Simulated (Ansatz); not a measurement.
Here is an Ansatz input file for CH4SSeSi, SMILES [SiH3]C(S)=[Se]. Write the same calculation for the Python package.

```yaml
crystal:
  periodic: [false, false, false]
  atoms:
    - { symbol: Si, position_ang: [0.1457, 0.9749, -0.1487] }
    - { symbol: C, position_ang: [-0.3494, -0.7698, -0.2321] }
    - { symbol: S, position_ang: [-0.8615, -1.6285, 1.2455] }
    - { symbol: Se, position_ang: [-0.0577, -1.1541, -2.0117] }
    - { symbol: H, position_ang: [-0.8102, 1.7762, -1.0453] }
    - { symbol: H, position_ang: [-0.0227, 1.5214, 1.2211] }
    - { symbol: H, position_ang: [1.5084, 1.2004, -0.6189] }
    - { symbol: H, position_ang: [0.5396, -1.9774, 1.5343] }
basis:
  gaussian:
    orbitals: def2-SVP
hamiltonian:
  xc: pbe
  dispersion: d3bj
md:
  timestep: 0.25
  n_steps: 20
  ensemble: nvt_langevin
  temperature: 300.0
  friction: 0.01
  initial_velocities: maxwell_boltzmann
  seed: 27
```

`ch4ssesi_md.py`
```python
import ansatz
import numpy as np

SETTINGS = {
    'basis': 'def2-SVP',
    'functional': 'pbe',
    'dispersion': 'd3bj',
    'n_steps': 20,
    'temperature_k': 300,
}

GEOMETRY = '''
Si    0.14570    0.97490   -0.14870
C    -0.34940   -0.76980   -0.23210
S    -0.86150   -1.62850    1.24550
Se   -0.05770   -1.15410   -2.01170
H    -0.81020    1.77620   -1.04530
H    -0.02270    1.52140    1.22110
H     1.50840    1.20040   -0.61890
H     0.53960   -1.97740    1.53430
'''


def main() -> None:
    mol = ansatz.Crystal.molecule()
    for line in GEOMETRY.strip().splitlines():
        symbol, *xyz = line.split()
        mol = mol.atom(symbol, [float(v) for v in xyz])

    calc = mol.calculation()
    calc = calc.basis(gaussian=SETTINGS['basis'])
    calc = calc.functional(SETTINGS['functional'], dispersion=SETTINGS['dispersion']).md('nvt_langevin', timestep=0.25, steps=SETTINGS['n_steps'], temperature=SETTINGS['temperature_k'], initial_velocities='maxwell_boltzmann', seed=27, friction=0.01)
    frames = []
    calc.session().plan().execute(on_event=lambda e: frames.append(e['data']) if e['event'] == 'md_step' else None)
    print('t (fs)   E_pot (eV)      E_kin (eV)   T (K)   d(0-1) (A)')
    for f in frames[::2]:
        xyz = np.array(f['positions_ang'])
        print(f'{f["time_fs"]:6.2f} {f["lagrangian_ev"]:14.5f} {f["e_kin_ev"]:10.5f} {f["temperature_k"]:8.1f} {np.linalg.norm(xyz[0] - xyz[1]):9.4f}')
    print('mean temperature', round(float(np.mean([f['temperature_k'] for f in frames])), 1), 'K')
    symbols = [site.symbol for site in mol.cartesian_sites]
    with open('last_frame.xyz', 'w') as handle:
        handle.write(f'{len(symbols)}\nt = {frames[-1]["time_fs"]} fs\n')
        handle.writelines('{:2s} {:10.5f} {:10.5f} {:10.5f}\n'.format(s, *xyz) for s, xyz in zip(symbols, frames[-1]['positions_ang']))


if __name__ == '__main__':
    main()
```

Output of `python ch4ssesi_md.py`:
```text
t (fs)   E_pot (eV)      E_kin (eV)   T (K)   d(0-1) (A)
  0.00   -85128.35777    0.27145    262.5    1.8155
  0.50   -85128.35459    0.25023    242.0    1.8155
  1.00   -85128.35867    0.26450    255.8    1.8158
  1.50   -85128.36970    0.28362    274.3    1.8165
  2.00   -85128.38742    0.30866    298.5    1.8176
  2.50   -85128.40935    0.32717    316.4    1.8187
  3.00   -85128.43144    0.33981    328.6    1.8201
  3.50   -85128.44621    0.35809    346.3    1.8212
  4.00   -85128.44964    0.37153    359.3    1.8225
  4.50   -85128.43998    0.34666    335.2    1.8240
  5.00   -85128.42443    0.31362    303.3    1.8253
mean temperature 301.8 K
```

Caveats:
- Total energies depend on the basis set; only differences at equal settings carry meaning.
- The trajectory is only some femtoseconds long, so its temperature is not equilibrated; where the script doesn't relax first, it starts from a rough generated geometry.
- The printed temperature counts all 3N degrees of freedom under Langevin dynamics, so the first row lies under the target.
- Run time: 67 s on 1 thread of Arm Neoverse V2, on a shared host, peak memory 0.21 GiB.

(Lines on the test bed's own set-up are left out of the output.)
